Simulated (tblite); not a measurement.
# F6GeHHfO6Si2: the cost of one run

Programs: tblite 0.8.0 and PySCF 2.14.0. All values are calculated, for the isolated system unless a continuum is named. Atoms count from 0, parts from 1.

## 1. Starting point

17 atoms, charge -1, multiplicity 1; geometry: parts in contact. Parts: 1 = atoms 0–14, `F[Si]1(F)[O][Ge]2([F])[O][Si](F)(F)[O][Hf]([F])([O]1)[O]2`, charge 0; 2 = atoms 15–16, `[OH-]`, charge -1. In the given geometry Ge4 and O15 of different parts are bonded (1.82 Å), so values for the parts refer to these atom groups.

## 2. Docking the parts with GFN1-xTB

The job: settings as JSON, then the geometry in Å.

```
{"job": {"kind": "dock", "xc": "GFN1-xTB", "basis": "xTB"}, "charge": -1, "multiplicity": 1, "parts": [{"atoms": "0-14", "charge": 0, "multiplicity": 1}, {"atoms": "15-16", "charge": -1, "multiplicity": 1}]}
F     -1.373256    -2.348515     2.632113
Si    -1.223339    -1.083469     1.658470
F     -2.541389    -0.245893     2.013300
O     -1.262669    -1.564889     0.122107
Ge    -0.403859    -1.469476    -1.516864
F      0.271078    -2.964423    -2.354424
O      1.255375    -1.251597    -0.723166
Hf     1.213669     0.144577     0.540845
F      2.922204     0.264087     1.248208
O      0.081448    -0.216245     2.055021
O      0.918480     1.881277    -0.223112
Si    -0.007037     1.849550    -1.551293
F      0.682541     2.719387    -2.711564
F     -1.356706     2.674240    -1.282802
O     -0.350659     0.371837    -2.073734
O     -1.910818    -1.766051    -2.484774
H     -1.618777    -2.031870    -3.356524
```

Method: GFN1-xTB search for minima from random contacts, gas phase.

Launch:

```sh
OMP_NUM_THREADS=1 python cluster_run.py task.json out
```

This one command runs all jobs of the session in turn.

Q: Estimate the wall time of this first job on 1 thread of Intel Xeon 6975P-C, shared host.

About 61 s.
